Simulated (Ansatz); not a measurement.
# Lithium, dhcp under PBEsol: from relaxation to bulk modulus

What does PBEsol give for lithium in the dhcp structure? We relax it, solve it on a dense k-mesh, then scale the cell to 7 volumes from 88 to 112 % of the relaxed one and try a fit of the equation of state. Spin polarisation is left out. The k-meshes are 12×12×3 for the relaxation; 16×16×5 for the dense run; 13×13×4 for the volumes.

Computed with Ansatz 0.2.0 (DFT PBEsol, plane waves (420 eV) with PAW, scalar-relativistic; the PAW data stem from PBE, with regenerated cores, unless a step says otherwise).

### Step 1. The starting structure

Symmetry: P6_3/mmc, No. 194, hexagonal system. Conventional cell: a = 3.126 Å, b = 3.126 Å, c = 10.211 Å, α = 90.00°, β = 90.00°, γ = 120.00°. Around Li (site symmetry -3m) lie 12 Li at 3.13 Å. Li (site symmetry -6m2) is surrounded by 12 Li at 3.13 Å.

Structure file:

```cif
data_structure
_symmetry_space_group_name_H-M 'P 1'
_symmetry_Int_Tables_number 1
_cell_length_a 3.1264
_cell_length_b 3.1264
_cell_length_c 10.2109
_cell_angle_alpha 90.000
_cell_angle_beta 90.000
_cell_angle_gamma 120.000
_cell_volume 86.44
loop_
_atom_site_label
_atom_site_type_symbol
_atom_site_fract_x
_atom_site_fract_y
_atom_site_fract_z
_atom_site_occupancy
Li1 Li 0.00000 0.00000 0.00000 1
Li2 Li 0.00000 0.00000 0.50000 1
Li3 Li 0.33333 0.66667 0.25000 1
Li4 Li 0.66667 0.33333 0.75000 1
```

### Step 2. Relaxation of the cell

Contents of input.yaml:

```yaml
crystal:
  lattice:
    - [3.1264265076, 0.0, 0.0]
    - [-1.5632132538, 2.7075647787, 0.0]
    - [0.0, 0.0, 10.2109089739]
  atoms:
    - { symbol: Li, position: [0.0, 0.0, 0.0] }
    - { symbol: Li, position: [0.0, 0.0, 0.5] }
    - { symbol: Li, position: [0.3333333333, 0.6666666667, 0.25] }
    - { symbol: Li, position: [0.6666666667, 0.3333333333, 0.75] }
hamiltonian:
  xc: pbesol
  pseudopotentials:
    kind: paw
    azcp:
      Li: "pseudopotentials/Li.paw.azcp"
basis:
  ecutwfc: 420
  fft_grid_basis: typed
kpoints:
  mp_grid: { grid: [12, 12, 3], shift: [0, 0, 0] }
magnetization:
  spin_polarized: false
scf:
  occupations: { method: fermi_dirac, width: 0.1 }
relax:
  max_steps: 60
  f_tol: 0.01
  cell: {}
```

After this run come: Single point on a dense mesh; Equation of state: 88 %; Equation of state: 92 %; Equation of state: 96 %; Equation of state: 100 %; Equation of state: 104 %; Equation of state: 108 %; Equation of state: 112 %.

**Question.** What will these runs give? Wanted: space group; conventional cell; volume; shortest distance; gap on the mesh; relative to bcc; V₀, B₀, B₀′.

The runs gave:

```
                      quantity                                   value
space group (spins left aside)                      P6_3/mmc (No. 194)
             conventional cell  a = 3.058 Å, c = 9.965 Å (c/a = 3.258)
                        volume                          20.180 Å³/atom
             shortest distance                                 3.054 Å
               gap on the mesh            none (levels filled in part)
               relative to bcc                             -3 meV/atom
                   V₀, B₀, B₀′           20.197 Å³/atom, 13.6 GPa, 3.3
```

The relaxation shrank the cell by 6.6 % in volume. It lies 3 meV/atom below the element's reference form at the same level (bcc, from a run of its own), within what mesh and smearing can decide. No gap shows: it is a metal or semimetal at this level. B₀ comes out at 13.6 GPa, a soft solid; letting shape and positions relax at each volume could only lower it. The symmetry was held, so the structure may be unstable against distortions that break it.
